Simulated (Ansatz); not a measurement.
# C2H9NSi2: the cost of one run

Program: Ansatz 0.2.0 through its Python package. The levels of theory stand in the script. These are calculated values, not measurements.

## 1. The structure

Bond lengths: N1–C2 1.232 Å, C2–C3 1.508 Å, C3–Si4 1.897 Å, Si4–Si5 2.337 Å, N1–H6 1.051 Å, C2–H7 1.135 Å, C3–H8 1.022 Å, C3–H9 1.128 Å, Si4–H10 1.420 Å, Si4–H11 1.492 Å, Si5–H12 1.518 Å, Si5–H13 1.531 Å, Si5–H14 1.447 Å. Angles (14 of 22 angles, heavy atoms first): N1–C2–C3 122.4°, C2–C3–Si4 112.6°, C3–Si4–Si5 106.6°, N1–C2–H7 118.9°, C3–C2–H7 118.7°, C2–N1–H6 114.5°, C2–C3–H8 110.8°, C2–C3–H9 102.7°, Si4–C3–H8 113.2°, Si4–C3–H9 108.2°, C3–Si4–H10 111.3°, C3–Si4–H11 105.6°, Si5–Si4–H10 112.9°, Si5–Si4–H11 108.2°.

Input file c2h9nsi2.xyz:

```xyz
14

N    -0.82900    0.79160    2.24980
C     0.15040    0.18800    1.80820
C     0.02040   -0.99050    0.87650
Si    0.86880   -0.69580   -0.79450
Si   -0.34700    0.98170   -1.87580
H    -1.75320    0.44830    1.88690
H     1.18820    0.51800    2.12730
H    -0.95690   -1.27560    0.78650
H     0.58600   -1.80100    1.42080
H     2.23930   -0.36470   -0.62600
H     0.69480   -1.96390   -1.56110
H    -0.11310    2.29000   -1.14250
H    -1.85350    0.70770   -1.88070
H     0.09170    1.13690   -3.24640
```

## 2. The code

File c2h9nsi2_disp.py:

```python
"""Size of D3 and D4 in C2H9NSi2."""

import ansatz

mol = ansatz.Crystal.molecule_from_extxyz("c2h9nsi2.xyz")

model = mol.calculation().basis(gaussian="def2-SVP")
for name in ["blyp", "b3lyp"]:
    for correction in ("d3bj", "d4"):
        data = model.functional(name, dispersion=correction).run(threads=1).report
        print(f"{name:8s} {correction:5s} total {data['free_energy_ev']:.5f} eV, of which dispersion {1000 * data['dispersion']['energy']['ev']:.2f} meV")
```

## 3. Launch

Started as:

```console
python c2h9nsi2_disp.py
```

**Question.** How long does this script take on 1 thread of Arm Neoverse V2, shared host, and how much memory does it need?

About 16 s, with a peak of 0.31 GiB.
